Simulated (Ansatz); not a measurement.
# CH₉BOSi₂: a ladder of functionals and wavefunction methods

One table from this session's results is given with a row withheld; the runs are named, their logs left out.

Computed with Ansatz 0.2.0, Gaussian basis. Level: functionals in def2-TZVPP, the program's frozen cores in correlated methods.

Plan: PBE-D4, r2SCAN-D4, PBE0-D4, B3LYP-D4, ωB97X-V, ωB97M-V, B2PLYP; CCSD(T)/def2-TZVPP; MP2/def2-QZVPP; extrapolation to the limit.

### Structure used throughout

The geometry comes from an earlier relaxation with PBE0-D4 in a triple-zeta def2 set; it is a stationary point, not always the lowest conformer.

14 atoms, charge 0, spin multiplicity 1.

Atoms are counted from 1 here; the program's logs count them from 0.

Bond lengths: B1–Si2 1.888 Å, B1–Si4 2.077 Å, B1–H6 1.201 Å, B1–H7 1.203 Å, Si2–O3 1.633 Å, Si2–H8 1.484 Å, O3–H9 0.961 Å, Si4–C5 1.875 Å, Si4–H10 1.516 Å, Si4–H11 1.488 Å, C5–H12 1.092 Å, C5–H13 1.092 Å, C5–H14 1.093 Å. Angles: Si2–B1–Si4 86.7°, Si2–B1–H6 118.0°, Si2–B1–H7 110.5°, Si4–B1–H6 107.7°, Si4–B1–H7 107.8°, H6–B1–H7 120.3°, B1–Si2–O3 128.0°, B1–Si2–H8 127.3°, O3–Si2–H8 103.3°, Si2–O3–H9 116.2°, B1–Si4–C5 111.3°, B1–Si4–H10 112.4°, B1–Si4–H11 111.2°, C5–Si4–H10 106.0°, C5–Si4–H11 112.0°, H10–Si4–H11 103.6°, Si4–C5–H12 111.4°, Si4–C5–H13 110.1° and more.

Set-up of the first run:

Contents of in.yaml:

```yaml
crystal:
  periodic: [false, false, false]
  atoms:
    - {symbol: B, position_ang: [-0.436031, 1.000904, 1.109441]}
    - {symbol: Si, position_ang: [-1.777623, 0.796142, -0.203675]}
    - {symbol: O, position_ang: [-1.684170, 1.134943, -1.798394]}
    - {symbol: Si, position_ang: [0.230270, -0.885505, 0.552822]}
    - {symbol: C, position_ang: [1.879327, -0.790644, -0.334593]}
    - {symbol: H, position_ang: [0.451759, 1.780493, 0.891258]}
    - {symbol: H, position_ang: [-0.909709, 0.913374, 2.211646]}
    - {symbol: H, position_ang: [-3.028709, 0.004702, -0.094461]}
    - {symbol: H, position_ang: [-0.945986, 1.685687, -2.072190]}
    - {symbol: H, position_ang: [-0.721767, -1.575116, -0.405205]}
    - {symbol: H, position_ang: [0.277483, -1.805137, 1.721770]}
    - {symbol: H, position_ang: [2.227875, -1.781132, -0.633980]}
    - {symbol: H, position_ang: [2.629320, -0.335691, 0.315760]}
    - {symbol: H, position_ang: [1.794963, -0.172217, -1.231500]}
basis:
  gaussian: {orbitals: def2-TZVPP}
hamiltonian: {xc: pbe, dispersion: d4}
output: {forces: true, orbitals: {seedname: orbitals}}
```

Run with:

```console
> ansatz run in.yaml --threads 4 --pin off --events-out ev --progress --plain --max-ram 10444MiB
```

Among the steps run: PBE-D4 (GGA); r2SCAN-D4 (meta-GGA); PBE0-D4 (hybrid); B3LYP-D4 (hybrid); ωB97X-V (range-separated); ωB97M-V (range-separated); B2PLYP (double hybrid); CCSD(T) in def2-TZVPP; MP2 in def2-QZVPP.

One of the session's tables, all rows but one given; the rest of the session is left out.

| method | atomisation energy (kcal/mol) |
| --- | --- |
| PBE-D4 | ? |
| r2SCAN-D4 | 1152.5 |
| PBE0-D4 | 1143.2 |
| B3LYP-D4 | 1145.5 |
| ωB97X-V | 1149.5 |
| ωB97M-V | 1149.4 |
| B2PLYP | 1130.8 |
| HF/def2-TZVPP | 852.9 |
| MP2/def2-TZVPP | 1125.1 |
| CCSD/def2-TZVPP | 1102.2 |
| CCSD(T)/def2-TZVPP | 1116.7 |
| MP2/CBS | 1152.8 |
| CCSD(T)/CBS | 1144.4 |

**Question.** Estimate the row for PBE-D4.

**Answer.** atomisation energy (kcal/mol): 1155.9. In the column «atomisation energy (kcal/mol)» it is the highest.

Caveats from the session: Free atoms (1 B, 2 Si, 1 O, 1 C, 9 H) were run apart at each level; the atomisation energy is their sum less the molecule, without zero-point or spin-orbit terms.
